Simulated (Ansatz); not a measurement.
# Si3N4: the cost of one run

Method: DFT, PBE, plane-wave PAW, default files, scalar-relativistic, as far as a step names no other, in Ansatz 0.2.0.

1 further run of the same task is left out (it didn't finish).

## Step 1: The system as given

It takes space group P6_3/m (No. 176, hexagonal). The conventional cell has a = 7.604 Å, b = 7.604 Å, c = 2.906 Å, α = 90.00°, β = 90.00°, γ = 120.00°. Around Si (site symmetry m) lie 4 N at 1.73 to 1.74 Å. N (site symmetry m) has 3 Si at 1.74 Å as nearest neighbours. Around N (site symmetry -6) lie 3 Si at 1.73 Å.

Coordinates:

```xyz
14
Lattice="7.6044 0.0000 0.0000 -3.8022 6.5856 0.0000 0.0000 0.0000 2.9063" Properties=species:S:1:pos:R:3 pbc="T T T"
Si    5.1801    1.1496    0.7266
Si    1.5945    5.0609    2.1797
Si    4.0188    3.9113    0.7266
Si   -1.3779    5.4361    2.1797
Si    2.2077    1.5247    0.7266
Si   -0.2166    2.6743    2.1797
N    -1.0235    2.1751    0.7266
N     5.2090    0.2012    2.1797
N     2.4303    4.6117    0.7266
N     4.8257    4.4105    2.1797
N    -1.4068    6.3844    0.7266
N     1.3719    1.9739    2.1797
N     3.8022    2.1952    0.7266
N     0.0000    4.3904    2.1797
```

## Step 2: Gradients at the starting positions

input.yaml

```yaml
crystal:
  lattice:
    - [7.6044, 0.0, 0.0]
    - [-3.8022, 6.5856035805, 0.0]
    - [0.0, 0.0, 2.9063]
  atoms:
    - { symbol: Si, position: [0.768473, 0.174555, 0.25] }
    - { symbol: Si, position: [0.593918, 0.768473, 0.75] }
    - { symbol: Si, position: [0.825445, 0.593918, 0.25] }
    - { symbol: Si, position: [0.231527, 0.825445, 0.75] }
    - { symbol: Si, position: [0.406082, 0.231527, 0.25] }
    - { symbol: Si, position: [0.174555, 0.406082, 0.75] }
    - { symbol: "N", position: [0.03055, 0.33028, 0.25] }
    - { symbol: "N", position: [0.70027, 0.03055, 0.75] }
    - { symbol: "N", position: [0.66972, 0.70027, 0.25] }
    - { symbol: "N", position: [0.96945, 0.66972, 0.75] }
    - { symbol: "N", position: [0.29973, 0.96945, 0.25] }
    - { symbol: "N", position: [0.33028, 0.29973, 0.75] }
    - { symbol: "N", position: [0.6666666667, 0.3333333333, 0.25] }
    - { symbol: "N", position: [0.3333333333, 0.6666666667, 0.75] }
kpoints:
  mp_grid: { grid: [4, 4, 10] }
scf:
  occupations: { method: fermi_dirac, width: 0.02 }
hamiltonian:
  xc: pbe
  pseudopotentials: { kind: paw }
output:
  forces: true
  stress: true
  populations: true
  efg:
    quadrupole_moments_barn: { "N": 0.02044 }
    contact_densities: true
  write_density: true
  write_potential: true
  elf: true
  volumetric_format: npy
```

Launch:

```bash
$ ansatz run input.yaml --threads 1 --pin off --max-ram 2560MiB --backend cpu --events-out ev --progress --plain --runs-dir out
```

**Question.** How long does this run take on 1 thread of Arm Neoverse V1, shared host, and how much memory does it need?

About 17 s, with a peak of 0.45 GiB.
